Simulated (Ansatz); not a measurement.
# C₃H₈BNSi: one species, many methods

How much do the methods differ for C₃H₈BNSi? The plan is to run it at one geometry with functionals of several rungs and with coupled cluster. The yardstick is the atomisation energy at the CCSD(T) limit.

Program: Ansatz 0.2.0, Gaussian basis. Level of theory: functionals in def2-TZVPP, the program's frozen cores in correlated methods. These are calculated values, not measurements.

Plan: PBE-D4, r2SCAN-D4, PBE0-D4, B3LYP-D4, ωB97X-V, ωB97M-V, B2PLYP; CCSD(T)/def2-TZVPP; MP2/def2-QZVPP; extrapolation to the limit.

## 1. The relaxed structure

All runs share one geometry, relaxed beforehand with PBE0-D4 in a triple-zeta def2 set.

SMILES `BC1=NC([SiH3])C1`, 14 atoms, charge 0, spin multiplicity 1.

Atoms are counted from 1 here; the program's logs count them from 0.

Bond lengths: B1–C2 1.544 Å, B1–H7 1.193 Å, B1–H8 1.195 Å, C2–N3 1.304 Å, C2–C6 1.508 Å, N3–C4 1.472 Å, C4–Si5 1.889 Å, C4–C6 1.548 Å, C4–H9 1.096 Å, Si5–H10 1.484 Å, Si5–H11 1.488 Å, Si5–H12 1.486 Å, C6–H13 1.092 Å, C6–H14 1.094 Å. Angles: C2–B1–H7 118.4°, C2–B1–H8 120.7°, H7–B1–H8 120.8°, B1–C2–N3 125.3°, B1–C2–C6 137.4°, N3–C2–C6 97.3°, C2–N3–C4 92.0°, N3–C4–Si5 112.3°, N3–C4–C6 88.9°, N3–C4–H9 112.3°, Si5–C4–C6 116.5°, Si5–C4–H9 109.0°, C6–C4–H9 116.6°, C4–Si5–H10 110.7°, C4–Si5–H11 108.7°, C4–Si5–H12 108.6°, H10–Si5–H11 109.5°, H10–Si5–H12 110.1° and more.

Coordinates:

```xyz
14

B    -2.0821   -0.4186    1.6759
C    -0.8707    0.0786    0.8588
N    -0.9378    0.7861   -0.2341
C     0.5254    0.7693   -0.3947
Si    1.0659   -0.1433   -1.9583
C     0.6321   -0.0161    0.9344
H    -3.1756   -0.1010    1.3211
H    -1.9266   -1.1035    2.6431
H     0.9536    1.7783   -0.4038
H     0.5942    0.5698   -3.1713
H     2.5515   -0.2219   -1.9750
H     0.5017   -1.5178   -1.9226
H     1.0927    0.5313    1.7598
H     1.0624   -1.0206    0.8954
```

## 2. PBE-D4 (GGA)

in.yaml

```yaml
crystal:
  periodic: [false, false, false]
  atoms:
    - {symbol: B, position_ang: [-2.082137, -0.418575, 1.675925]}
    - {symbol: C, position_ang: [-0.870691, 0.078624, 0.858840]}
    - {symbol: N, position_ang: [-0.937823, 0.786117, -0.234148]}
    - {symbol: C, position_ang: [0.525377, 0.769298, -0.394734]}
    - {symbol: Si, position_ang: [1.065915, -0.143254, -1.958296]}
    - {symbol: C, position_ang: [0.632053, -0.016051, 0.934407]}
    - {symbol: H, position_ang: [-3.175589, -0.100985, 1.321148]}
    - {symbol: H, position_ang: [-1.926607, -1.103498, 2.643086]}
    - {symbol: H, position_ang: [0.953643, 1.778258, -0.403795]}
    - {symbol: H, position_ang: [0.594249, 0.569758, -3.171322]}
    - {symbol: H, position_ang: [2.551497, -0.221909, -1.974953]}
    - {symbol: H, position_ang: [0.501740, -1.517757, -1.922562]}
    - {symbol: H, position_ang: [1.092740, 0.531252, 1.759770]}
    - {symbol: H, position_ang: [1.062434, -1.020577, 0.895435]}
basis:
  gaussian: {orbitals: def2-TZVPP}
hamiltonian: {xc: pbe, dispersion: d4}
output: {forces: true, orbitals: {seedname: orbitals}}
```

Launch:

```sh
$ ansatz run in.yaml --threads 4 --pin off --events-out ev --progress --plain --max-ram 10444MiB
```

Further steps of the session: r2SCAN-D4 (meta-GGA); PBE0-D4 (hybrid); B3LYP-D4 (hybrid); ωB97X-V (range-separated); ωB97M-V (range-separated); B2PLYP (double hybrid); CCSD(T) in def2-TZVPP; MP2 in def2-QZVPP.

**Question.** What will the summary of the whole plan be? Wanted: atomisation energy, CCSD(T)/CBS; farthest; mean size of error, hybrid; mean size of error, range-separated; gap, smallest and largest; T1 diagnostic; triples share of the correlation energy.

As calculated:

| quantity | value |
| --- | --- |
| atomisation energy, CCSD(T)/CBS | 1255.5 kcal/mol |
| functionals within 6.3 kcal/mol (0.5 %) | none; nearest r2SCAN-D4 (+7.2 kcal/mol) |
| farthest | PBE-D4 (+34.9 kcal/mol) |
| mean size of error, hybrid | 10.9 kcal/mol |
| mean size of error, range-separated | 10.4 kcal/mol |
| gap, smallest and largest | 2.65 eV (PBE-D4), 9.73 eV (ωB97X-V) |
| T1 diagnostic | 0.0123 |
| triples share of the correlation energy | 4.4 % |

What this shows: PBE-D4 is off by +34.9 kcal/mol. Double hybrids carry the basis error of their MP2 part in triple zeta, and no dispersion term here, so their miss is partly the set-up's. Misses under about 6.3 kcal/mol are within the doubt on the reference itself, which lacks core-valence correlation, relativity and higher excitations. Hartree-Fock recovers 73 % of the binding; the rest is correlation. Orbital gaps span 2.6 to 9.7 eV; exact exchange widens them. The restricted reference is unstable towards a spin-broken one.
